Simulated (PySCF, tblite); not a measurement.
# C5H5BrN2O: geometry, infrared bands and NMR shifts

Aim: predict the infrared bands and NMR shifts of C5H5BrN2O (`Brc1nnc(C2CC2)o1`).

The runs use tblite 0.8.0 and PySCF 2.14.0, with density-fitted response routines of our own; the level of theory stands in each step. All values are computed, except where a source is named. Atoms count from 0, in the outputs and in this text.

### 1 The starting structure

14 atoms, charge 0, multiplicity 1; geometry from: force field or distance geometry start.

Bonds of the start (Å): Br0–C1 1.92, C1–N2 1.30, N2–N3 1.39, N3–C4 1.32, C4–C5 1.56, C5–C6 1.50, C6–C7 1.50, C4–O8 1.37, O8–C1 1.36, C7–C5 1.50, C5–H9 1.08, C6–H10 1.09, C6–H11 1.09, C7–H12 1.09, C7–H13 1.09.

### 2 Relaxing the molecule with GFN2-xTB

Job settings and geometry (Å):

```
{"job": {"kind": "relax", "xc": "GFN2-xTB", "basis": "xTB"}, "charge": 0, "multiplicity": 1}
Br     4.463800    -0.125200     0.510700
C      2.675000     0.438300     0.084700
N      2.302200     1.688300     0.076600
N      0.954800     1.691300    -0.275200
C      0.620400     0.419000    -0.419900
C     -0.811500    -0.046100    -0.822100
C     -1.412900    -1.232200    -0.125600
C     -1.925600     0.149000     0.169100
O      1.673800    -0.437100    -0.215600
H     -1.042500     0.090000    -1.865200
H     -0.846000    -1.735000     0.652500
H     -2.040500    -1.904300    -0.706200
H     -1.711400     0.586400     1.139900
H     -2.900200     0.416900    -0.230700
```

The run is started by

```console
$ OMP_NUM_THREADS=1 python probes_run.py task.json out
```

This one command runs all jobs of the session in turn.

Log:

```text
step      E/eV     max force
  0    -740.12621    2.677
  1    -740.31355    1.172
  2    -740.35433    0.810
  3    -740.38711    0.538
  4    -740.41591    0.430
  5    -740.42716    0.303
  6    -740.43818    0.282
  7    -740.44613    0.331
  8    -740.45141    0.209
  9    -740.45338    0.104
 10    -740.45457    0.091
 11    -740.45584    0.104
 12    -740.45736    0.095
 13    -740.45877    0.090
 14    -740.45977    0.075
 15    -740.46033    0.053
 16    -740.46068    0.050
 17    -740.46106    0.059
 18    -740.46159    0.065
 19    -740.46222    0.073
 20    -740.46279    0.057
 21    -740.46323    0.050
 22    -740.46360    0.046
 23    -740.46403    0.059
 24    -740.46455    0.067
 25    -740.46518    0.071
 26    -740.46588    0.079
 27    -740.46656    0.070
 28    -740.46713    0.053
 29    -740.46755    0.046
 30    -740.46786    0.041
 31    -740.46807    0.040
 32    -740.46819    0.032
 33    -740.46828    0.031
 34    -740.46840    0.038
 35    -740.46857    0.036
 36    -740.46874    0.043
 37    -740.46886    0.035
 38    -740.46895    0.039
 39    -740.46907    0.041
 40    -740.46929    0.050
 41    -740.46971    0.078
 42    -740.47037    0.093
 43    -740.47130    0.099
 44    -740.47262    0.130
 45    -740.47468    0.167
 46    -740.47837    0.230
 47    -740.48404    0.372
 48    -740.43677    1.680
 49    -740.49254    0.295
 50    -740.49731    0.236
 51    -740.48787    1.120
 52    -740.50732    0.156
 53    -740.51210    0.164
 54    -740.48092    1.434
 55    -740.51841    0.164
 56    -740.52233    0.164
 57    -740.50089    1.382
 58    -740.53192    0.190
 59    -740.53675    0.231
 60    -740.53941    0.875
 61    -740.54899    0.260
 62    -740.55275    0.237
 63    -740.56277    0.382
 64    -740.56749    0.181
 65    -740.57332    0.181
 66    -740.57791    0.234
 67    -740.58089    0.194
 68    -740.58363    0.203
 69    -740.58819    0.199
 70    -740.59225    0.250
 71    -740.59480    0.117
 72    -740.59751    0.156
 73    -740.60015    0.083
 74    -740.60153    0.150
 75    -740.60272    0.091
 76    -740.60356    0.075
 77    -740.60446    0.061
 78    -740.60475    0.036
 79    -740.60497    0.031
 80    -740.60513    0.019
 81    -740.60519    0.016
 82    -740.60525    0.014
 83    -740.60528    0.013
 84    -740.60531    0.013
 85    -740.60533    0.010
```

Run time: 0.63 s. Hardware: 1 thread of Arm Neoverse V1, shared host.

Step by step: (not every step is listed)

```
step  energy from step 0 (eV)  largest force (eV/Å)
   0                   0.0000                2.6771
   1                  -0.1873                1.1717
   2                  -0.2281                0.8103
   3                  -0.2609                0.5378
   4                  -0.2897                0.4303
   5                  -0.3009                0.3031
   6                  -0.3120                0.2816
   7                  -0.3199                0.3308
   8                  -0.3252                0.2094
  15                  -0.3341                0.0525
  22                  -0.3374                0.0461
  29                  -0.3413                0.0459
  36                  -0.3425                0.0427
  43                  -0.3451                0.0992
  50                  -0.3711                0.2359
  57                  -0.3747                1.3820
  64                  -0.4413                0.1814
  71                  -0.4686                0.1168
  78                  -0.4785                0.0356
  80                  -0.4789                0.0194
  81                  -0.4790                0.0164
  82                  -0.4790                0.0145
  83                  -0.4791                0.0127
  84                  -0.4791                0.0128
  85                  -0.4791                0.0100
```

Close pairs (by a distance rule), those that changed most:

```
  bond  before (Å)  after (Å)  change (Å)
 C4–C5       1.558      1.451      -0.107
Br0–C1       1.923      1.842      -0.082
 N2–N3       1.393      1.346      -0.047
 N3–C4       1.323      1.297      -0.027
 C1–N2       1.304      1.287      -0.018
 C6–C7       1.502      1.487      -0.015
 C4–O8       1.373      1.358      -0.015
 C1–O8       1.363      1.349      -0.014
```

The next job starts from the end point, and lists it.

### 3 Vibrational analysis with GFN2-xTB

Job settings and geometry (Å):

```
{"job": {"kind": "ir", "xc": "GFN2-xTB", "basis": "xTB"}, "charge": 0, "multiplicity": 1}
Br     3.846181     0.145523     1.431688
C      2.478210     0.527706     0.259374
N      2.518311     1.273335    -0.788365
N      1.280731     1.245689    -1.316751
C      0.549496     0.484625    -0.563673
C     -0.852127     0.162200    -0.755388
C     -1.346082    -1.216925    -0.387336
C     -1.736030    -0.050990     0.450031
O      1.262387    -0.014968     0.478403
H     -1.262922     0.650809    -1.627199
H     -0.625393    -1.914053     0.012449
H     -2.081724    -1.666411    -1.035586
H     -1.285033     0.052014     1.425297
H     -2.746684     0.320974     0.389913
```

Log:

```text
mode    cm-1     km/mol
  1      62.0      1.38
  2     101.2      0.21
  3     113.8      2.07
  4     222.7      2.38
  5     250.3      1.98
  6     337.8      8.05
  7     409.4      2.31
  8     427.0      4.37
  9     660.9     10.59
 10     661.5      2.96
 11     716.0      9.98
 12     801.8      0.75
 13     869.1      4.78
 14     946.6      0.08
 15     957.0      4.95
 16     960.1      5.20
 17    1003.5     35.18
 18    1039.5     16.16
 19    1072.2      7.43
 20    1074.0      1.01
 21    1079.5      2.11
 22    1118.2     97.06
 23    1149.5     30.14
 24    1150.3      0.57
 25    1227.5      0.33
 26    1278.9     40.18
 27    1353.6      6.81
 28    1426.4      1.16
 29    1473.9      4.18
 30    1497.0     73.35
 31    1564.7    141.35
 32    3090.1      1.00
 33    3096.3      7.16
 34    3097.1     15.03
 35    3105.2      3.02
 36    3123.1     32.68
```

It took 0.48 s on 1 thread of Arm Neoverse V1, shared host.

Which atoms move in the most intense modes:

```
cm⁻¹  km/mol                                   atoms
1004    35.2      O8 38 %, N2 18 %, C1 12 %, H9 11 %
1040    16.2    C5 18 %, H12 16 %, H10 15 %, C6 10 %
1118    97.1               C1 58 %, O8 23 %, N3 11 %
1150    30.1                        N2 48 %, N3 44 %
1279    40.2                        C4 48 %, H9 15 %
1497    73.3                        C1 56 %, N2 39 %
1565   141.3               C4 62 %, N3 18 %, C5 13 %
3123    32.7  H13 26 %, H11 25 %, H12 17 %, H10 17 %
```

### 4 Nuclear shieldings: PBE0/pcSseg-1

The job, as its differences from that of step 3:

```diff
@@ -1,2 +1,2 @@
-{"job": {"kind": "ir", "xc": "GFN2-xTB", "basis": "xTB"}, "charge": 0, "multiplicity": 1}
+{"job": {"kind": "nmr", "xc": "PBE0", "basis": "pcSseg-1"}, "charge": 0, "multiplicity": 1}
 Br     3.846181     0.145523     1.431688
```

Method: GIAO PBE0/pcSseg-1 NMR shielding, non-relativistic, gas phase.

Log:

```text
coarse grid: 61016 points
cycle   1  E = -2951.2180089221  dE =  7.888e-01  |g| = 9.274e-01  |ddm| = 3.814e+00
cycle   2  E = -2951.1192304207  dE =  9.878e-02  |g| = 1.020e+00  |ddm| = 1.100e+00
cycle   3  E = -2951.2918155490  dE = -1.726e-01  |g| = 3.146e-01  |ddm| = 8.379e-01
cycle   4  E = -2951.3096665822  dE = -1.785e-02  |g| = 1.282e-01  |ddm| = 2.860e-01
cycle   5  E = -2951.3127246855  dE = -3.058e-03  |g| = 3.543e-02  |ddm| = 1.053e-01
cycle   6  E = -2951.3129245730  dE = -1.999e-04  |g| = 6.682e-03  |ddm| = 2.384e-02
cycle   7  E = -2951.3129320680  dE = -7.495e-06  |g| = 2.767e-03  |ddm| = 6.894e-03
final grid: 129168 points
cycle   8  E = -2951.3129715923  dE =  2.712e-06  |g| = 4.373e-03  |ddm| = 5.857e-03
cycle   9  E = -2951.3129631513  dE =  8.441e-06  |g| = 7.392e-03  |ddm| = 9.315e-03
cycle  10  E = -2951.3129760330  dE = -1.288e-05  |g| = 4.098e-04  |ddm| = 5.964e-03
cycle  11  E = -2951.3129760652  dE = -3.220e-08  |g| = 6.293e-05  |ddm| = 3.307e-04
cycle  12  E = -2951.3129760659  dE = -7.230e-10  |g| = 1.802e-05  |ddm| = 5.257e-05
converged SCF energy = -2951.3129760659

GIAO shielding tensors (ppm)
atom      isotropic    diamagn.    paramagn.     s11        s22        s33       span
  0 Br    2093.691    3118.440   -1024.749   1510.987   1854.668   2915.418   1404.430
  1 C       26.609     250.441    -223.832    -57.078     50.996     85.908    142.986
  2 N      -87.622     326.764    -414.386   -312.981    -99.133    149.249    462.229
  3 N      -79.894     327.759    -407.652   -292.964    -99.099    152.382    445.346
  4 C        8.625     250.768    -242.142    -77.692     27.506     76.062    153.754
  5 C      175.813     248.897     -73.084    140.081    161.490    225.868     85.787
  6 C      175.223     252.506     -77.282    144.582    174.705    206.383     61.802
  7 C      175.427     251.949     -76.523    145.229    174.771    206.280     61.052
  8 O        8.803     400.031    -391.229    -96.449    -45.993    168.851    265.300
  9 H       29.258      30.367      -1.109     21.753     27.141     38.880     17.127
 10 H       30.703      31.128      -0.425     24.256     29.236     38.617     14.361
 11 H       30.550      29.805       0.745     24.743     26.082     40.825     16.082
 12 H       30.664      31.120      -0.456     24.221     29.170     38.602     14.381
 13 H       30.553      29.801       0.751     24.732     26.086     40.840     16.108
```

It took 34 s on 1 thread of Arm Neoverse V1, shared host; peak memory 0.84 GiB.

The references, computed at this level on geometries of the same kind, shield at (ppm): 1H TMS 31.72, 13C TMS 186.9, 15N NH3 267.7, 17O H2O 336.1, 79Br HBr 2622. Their shielding less the atom's gives the shift. The references are single molecules in the gas phase, so shifts against H2O, NH3, PH3, H3PO4 or CFCl3 are not on the usual liquid scales and can be off by tens of ppm. Atoms listed in one row are averaged.

```
   atoms                                          environment  σ (ppm)  δ (ppm)  δ scaled to CDCl3
      C4  substituted aromatic carbon next to the ring oxygen      8.6    178.3              172.1
      C1                      aromatic carbon bearing bromine     26.6    160.3              139.7
  C6, C7                           three-membered-ring carbon    175.3     11.6                9.4
      C5                           three-membered-ring carbon    175.8     11.1                8.9
      H9             hydrogen on a three-membered-ring carbon    29.26     2.46               2.42
H11, H13             hydrogen on a three-membered-ring carbon    30.55     1.17               1.20
H10, H12             hydrogen on a three-membered-ring carbon    30.68     1.03               1.08
     Br0                                  bromine bonded to C     2094      528                  –
      N2                   pyridine-type nitrogen of an azole    -87.6    355.4                  –
      N3                   pyridine-type nitrogen of an azole    -79.9    347.6                  –
      O8                                 aromatic ring oxygen      8.8    327.3                  –
```

The scaled column applies a straight-line fit of computed shieldings to shifts measured in CDCl3, with any fitted terms for Cl, Br or S neighbours (root-mean-square error 0.16 ppm for H, 1.9 ppm for C).

The run also stored atomic charges by several schemes (e):

```
 atoms  Mulliken    IAO  Hirshfeld  ESP fit
   Br0     -0.01   0.12       0.05     0.04
    C1      0.37   0.17       0.10     0.15
    N2     -0.24  -0.20      -0.16    -0.21
    N3     -0.27  -0.22      -0.15    -0.52
    C4      0.41   0.29       0.13     0.98
    C5     -0.25  -0.16      -0.04    -0.57
C6, C7     -0.17  -0.28      -0.08    -0.23
    O8     -0.39  -0.26      -0.06    -0.24
```

Mayer bond orders: Br0–C1 1.04, C1–N2 1.67, N2–N3 1.16, N3–C4 1.68, C4–C5 1.03, C5–C6 0.92, C6–C7 0.97, C4–O8 1.03, O8–C1 1.06, C7–C5 0.93.

Ring of atoms C1, N2, N3, C4, O8: NICS(0) -8.8, NICS(1) -9.3, NICS(1)zz -22.5 ppm (means of both faces).

Ring of atoms C5, C6, C7: NICS(0) -42.7, NICS(1) -7.6, NICS(1)zz -24.3 ppm (means of both faces).

In rings of three or four atoms NICS is ruled by the nearby σ bonds, so it says little on aromaticity.

### 5 Results

| quantity | value |
| --- | --- |
| strongest single infrared mode (GFN2-xTB) | 1565 cm⁻¹, 141 km/mol |
| zero-point energy (GFN2-xTB) | 60.8 kcal/mol |
| 13C shifts against TMS (PBE0/pcSseg-1, means over atoms taken as alike) | 178.3, 160.3, 11.6, 11.1 ppm |
| 1H shifts against TMS (PBE0/pcSseg-1, means over atoms taken as alike) | 2.46, 1.17, 1.03 ppm |
| 79Br shifts against HBr (PBE0/pcSseg-1) | 528 ppm |
| 15N shifts against NH3 (PBE0/pcSseg-1) | 355.4, 347.6 ppm |
| 17O shifts against H2O (PBE0/pcSseg-1) | 327.3 ppm |

**Reading.** Relaxing lowered the energy by 0.479 eV in 85 steps; the close pair that moved most is C4–C5, from 1.558 to 1.451 Å. No mode is imaginary among the 36: a minimum at this level. The strongest single mode, at 1565 cm⁻¹, moves mainly C4. GFN2-xTB is a fitted tight-binding method: band positions and strengths are rough. Its intensities can rank the bands wrongly. C1 stands next to heavy halogen, whose spin-orbit shielding this run leaves out, so the computed shift lies too far downfield, most of all for carbon beside Br or I. At PBE0/pcSseg-1: The largest span, 1404 ppm, is at Br0, where the paramagnetic term is -1025 ppm. NICS(1)zz of -23 ppm above the planar ring from C1 marks a diatropic (aromatic) ring current. Spin-orbit coupling is left out, which matters for shieldings and couplings at and beside the heavy atoms.
